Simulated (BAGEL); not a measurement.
# triplet AlH2SF3 at 3 levels

Aim: a comparison of 3 runs (ROHF/6-31G*, ROHF/def2-SVP, UHF/def2-SVP) of triplet AlH2SF3. 

The calculation is run with BAGEL 1.2.2.

### Step 1. The molecule

AlH2SF3: 7 atoms, total charge 0, spin state triplet. As SMILES of the parent species, `[F][Al-]([F])([F])[SH2+]`. The shape is that of a PBE0-D4/def2-TZVP optimisation. That shape belongs to the parent species and isn't relaxed for this state.

Bond lengths: F1–Al2 1.651 Å, Al2–F3 1.648 Å, Al2–F4 1.648 Å, Al2–S5 2.458 Å, S5–H6 1.346 Å, S5–H7 1.346 Å. Angles: F1–Al2–F3 117.2°, F1–Al2–F4 117.2°, F1–Al2–S5 99.1°, F3–Al2–F4 118.9°, F3–Al2–S5 98.5°, F4–Al2–S5 98.5°, Al2–S5–H6 94.7°, Al2–S5–H7 94.6°, H6–S5–H7 92.8°.

### Step 2. The energy at ROHF/6-31G(d) (density fitting with qzvpp-jkfit, spherical functions) (run 1)

job.json reads:

```json
{ "bagel" : [

{
  "title" : "molecule",
  "basis" : "6-31gs.json",
  "df_basis" : "qzvpp-jkfit",
  "angstrom" : true,
  "geometry" : [
    { "atom" : "F", "xyz" : [   -0.582800,   -0.881200,    1.509400 ] },
    { "atom" : "Al", "xyz" : [    0.280700,   -0.968400,    0.104600 ] },
    { "atom" : "F", "xyz" : [   -0.412500,   -1.770100,   -1.157900 ] },
    { "atom" : "F", "xyz" : [    1.924100,   -0.949000,    0.228600 ] },
    { "atom" : "S", "xyz" : [   -0.052000,    1.330700,   -0.699800 ] },
    { "atom" : "H", "xyz" : [    0.220900,    1.903000,    0.487200 ] },
    { "atom" : "H", "xyz" : [   -1.378300,    1.335100,   -0.472000 ] }
  ]
},
{ "title" : "rohf", "nopen" : 2 },
{ "title" : "print", "file" : "orbitals.molden", "orbitals" : true }

]}
```

The basis set 6-31G* is read from a file made from the Basis Set Exchange's data (not shown).

Run with:

```sh
$ BAGEL_NUM_THREADS=1 BAGEL job.json > job.out
```

Standard output:

```text
* using 1 threads per process

  ===============================================================
  ===============================================================

  *** Geometry ***

[... 23 lines left out ...]
      * DIIS with orbital gradients will be used.

  === ROHF iteration (6-31gs.json) ===
      0       -938.26110792          0.05394030           0.14
      1       -938.47172814          0.04973341           0.14
      2       -938.73143175          0.03283582           0.14
[... 21 lines of this table left out ...]
     24       -938.88287784          0.00000001           0.14
    * SCF iteration converged.

    * S^2 (ROHF) is 2.0000

    * Permanent dipole moment:
           (    0.345476,    -1.641560,     0.394081) a.u.

    * METHOD: ROHF                                 3.72

    * METHOD: PRINT                                0.01

  ===============================================================
```

Run time: 4.2 s. Hardware: 1 thread of Arm Neoverse V2, shared host; peak memory 0.13 GiB.

### Step 3. A single-point energy at ROHF/def2-SVP (density fitting with qzvpp-jkfit) (run 2)

job.json: that of step 2 with these lines changed.

```diff
@@ -4,5 +4,5 @@
   "title" : "molecule",
-  "basis" : "6-31gs.json",
+  "basis" : "svp",
   "df_basis" : "qzvpp-jkfit",
-  "angstrom" : true,
+  "angstrom" : "true",
   "geometry" : [
@@ -18,3 +18,3 @@
 { "title" : "rohf", "nopen" : 2 },
-{ "title" : "print", "file" : "orbitals.molden", "orbitals" : true }
+{ "title" : "print", "file" : "orbitals.molden", "orbitals" : "true" }
```

Run with:

```sh
$ BAGEL_NUM_THREADS=1 BAGEL job.json > job.out
```

Standard output:

```text
* using 1 threads per process

  ===============================================================
  ===============================================================

  *** Geometry ***

[... 23 lines left out ...]
      * DIIS with orbital gradients will be used.

  === ROHF iteration (svp) ===
      0       -937.87825117          0.04934705           0.16
      1       -938.10353925          0.04434460           0.16
      2       -938.33563705          0.02875001           0.16
[... 30 lines of this table left out ...]
     33       -938.46929230          0.00000001           0.16
    * SCF iteration converged.

    * S^2 (ROHF) is 2.0000

    * Permanent dipole moment:
           (    0.230325,    -1.634442,     0.580372) a.u.

    * METHOD: ROHF                                 5.49

    * METHOD: PRINT                                0.01

  ===============================================================
```

It took 6 s on 1 thread of Arm Neoverse V2, shared host; peak memory 0.14 GiB.

### Step 4. The energy at UHF/def2-SVP (density fitting with qzvpp-jkfit) (run 3)

job.json reads:

```json
{ "bagel": [

{
  "title": "molecule",
  "basis": "svp",
  "df_basis": "qzvpp-jkfit",
  "angstrom": true,
  "geometry": [
    { "atom": "F", "xyz": [   -0.582800,   -0.881200,    1.509400 ] },
    { "atom": "Al", "xyz": [    0.280700,   -0.968400,    0.104600 ] },
    { "atom": "F", "xyz": [   -0.412500,   -1.770100,   -1.157900 ] },
    { "atom": "F", "xyz": [    1.924100,   -0.949000,    0.228600 ] },
    { "atom": "S", "xyz": [   -0.052000,    1.330700,   -0.699800 ] },
    { "atom": "H", "xyz": [    0.220900,    1.903000,    0.487200 ] },
    { "atom": "H", "xyz": [   -1.378300,    1.335100,   -0.472000 ] }
  ]
},
{
  "title": "uhf",
  "nopen": 2
},
{
  "title": "print",
  "file": "orbitals.molden",
  "orbitals": true
}

]}
```

Run with:

```sh
$ BAGEL_NUM_THREADS=1 BAGEL job.json > job.out
```

Standard output:

```text
* using 1 threads per process

  ===============================================================
  ===============================================================

  *** Geometry ***

[... 23 lines left out ...]
      * DIIS with orbital gradients will be used.

  === UHF iteration (svp) ===
      0       -937.87825117          0.04934705           0.16
      1       -938.10248553          0.04443249           0.16
      2       -938.34321247          0.02866572           0.16
[... 41 lines of this table left out ...]
     44       -938.47525333          0.00000001           0.16
    * SCF iteration converged.

    * S^2 (UHF) is 2.0171

    * Permanent dipole moment:
           (    0.233292,    -1.628424,     0.568455) a.u.

    * METHOD: UHF                                  7.25

    * METHOD: PRINT                                0.01

  ===============================================================
```

It took 7.8 s on 1 thread of Arm Neoverse V2, shared host; peak memory 0.14 GiB.

### Step 5. All runs side by side

```
run                                                                level  energy (Eh)  dipole moment (D)   ⟨S²⟩  wall time
  1  ROHF/6-31G* (density fitting with qzvpp-jkfit, spherical functions)  -938.882878               4.38  2.000      4.2 s
  2                     ROHF/def2-SVP (density fitting with qzvpp-jkfit)  -938.469292               4.45  2.000        6 s
  3                      UHF/def2-SVP (density fitting with qzvpp-jkfit)  -938.475253               4.42  2.017      7.8 s
```

### Step 6. What came out

| quantity | value |
| --- | --- |
| run 3: total energy | -938.47525 Eh |
| run 3: dipole moment | 4.42 D |
| run 3: ⟨S²⟩ | 2.017 |

**Reading.** The dipole moment (its size) runs from 4.38 D (ROHF/6-31G*) to 4.45 D (ROHF/def2-SVP). All runs together took 18 s, the longest 7.8 s.
